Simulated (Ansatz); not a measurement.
# NiO: the cost of one run

Method: DFT PBE+U (U = 7 eV, J = 0.7 eV on Ni d), plane waves, PAW, in Ansatz 0.2.0.

### 1 Starting point

Symmetry: Fm-3m, No. 225, cubic system. The conventional cell has a = 4.183 Å, b = 4.183 Å, c = 4.183 Å, α = 90.00°, β = 90.00°, γ = 90.00°. Ni (site symmetry m-3m) has 6 O at 2.09 Å as nearest neighbours. Around O (site symmetry m-3m) lie 6 Ni at 2.09 Å.

Coordinates:

```xyz
4
Lattice="0.0000 2.0913 2.0913 4.1826 2.0913 2.0913 4.1826 4.1826 0.0000" Properties=species:S:1:pos:R:3 pbc="T T T"
Ni    0.0000    0.0000    0.0000
O     2.0913    2.0913    2.0913
Ni    2.0913    2.0913    0.0000
O     4.1826    4.1826    2.0913
```

Magnetic order typed: antiferromagnetic, doubled cell 0 1/2 1/2.

An earlier series on this cell reached its lowest free state from «natural orbitals of the symmetric run, filled by rank», perhaps among other starts.

### 2 Random orbitals: single harmonics, second filling

Contents of input.yaml:

```yaml
crystal:
  lattice:
    - [0.0, 2.09130951, 2.09130951]
    - [4.18261902, 2.09130951, 2.09130951]
    - [4.18261902, 4.18261902, 0.0]
  atoms:
    - { symbol: Ni, position: [0.0, 0.0, 0.0], spin: 0.3 }
    - { symbol: O, position: [0.5, 0.5, 0.0] }
    - { symbol: Ni, position: [0.0, 0.0, 0.5], spin: -0.3 }
    - { symbol: O, position: [0.5, 0.5, 0.5] }
basis:
  ecutwfc: 420
  ecutrho_ratio: 4
kpoints:
  mp_grid: { grid: [8, 8, 8] }
hamiltonian:
  xc: pbe
  hubbard:
    sites:
      - { site: 0, l: d, u: 7.0, j: 0.7, starting_ns: [{ spin: up, occupation_matrix: s0up }, { spin: down, occupation_matrix: s0down }] }
      - { site: 2, l: d, u: 7.0, j: 0.7, starting_ns: [{ spin: up, occupation_matrix: s2up }, { spin: down, occupation_matrix: s2down }] }
    occupation_matrices:
      s0up:
        matrix:
          - [0.97, 0.0, 0.0, 0.0, 0.0]
          - [0.0, 0.97, 0.0, 0.0, 0.0]
          - [0.0, 0.0, 0.02, 0.0, 0.0]
          - [0.0, 0.0, 0.0, 0.97, 0.0]
          - [0.0, 0.0, 0.0, 0.0, 0.97]
      s0down:
        matrix:
          - [0.02, 0.0, 0.0, 0.0, 0.0]
          - [0.0, 0.97, 0.0, 0.0, 0.0]
          - [0.0, 0.0, 0.97, 0.0, 0.0]
          - [0.0, 0.0, 0.0, 0.97, 0.0]
          - [0.0, 0.0, 0.0, 0.0, 0.97]
      s2up:
        matrix:
          - [0.02, 0.0, 0.0, 0.0, 0.0]
          - [0.0, 0.97, 0.0, 0.0, 0.0]
          - [0.0, 0.0, 0.97, 0.0, 0.0]
          - [0.0, 0.0, 0.0, 0.97, 0.0]
          - [0.0, 0.0, 0.0, 0.0, 0.97]
      s2down:
        matrix:
          - [0.97, 0.0, 0.0, 0.0, 0.0]
          - [0.0, 0.97, 0.0, 0.0, 0.0]
          - [0.0, 0.0, 0.02, 0.0, 0.0]
          - [0.0, 0.0, 0.0, 0.97, 0.0]
          - [0.0, 0.0, 0.0, 0.0, 0.97]
    ns_hold: { iters: 5 }
scf:
  occupations: { method: gaussian, width: 0.05 }
  lower_state_search: "off"
  max_iter: 150
output:
  forces: true
  stress: true
  eigenvalues: true
  populations: true
  hubbard: { sites: [{ site: 0, l: d }, { site: 2, l: d }] }
magnetization:
  spin_polarized: true
```

The typed matrices put 0.97 on the chosen orbitals and 0.02 on the others, and are held for 5 cycles.

Started as:

```console
ansatz run input.yaml --threads 2 --pin off --max-ram 3072MiB --backend cpu --events-out ev --progress --plain --runs-dir out
```

Q: Estimate wall time and peak memory on 2 threads of Arm Neoverse V1, shared host.

About 11 s, with a peak of 0.48 GiB.
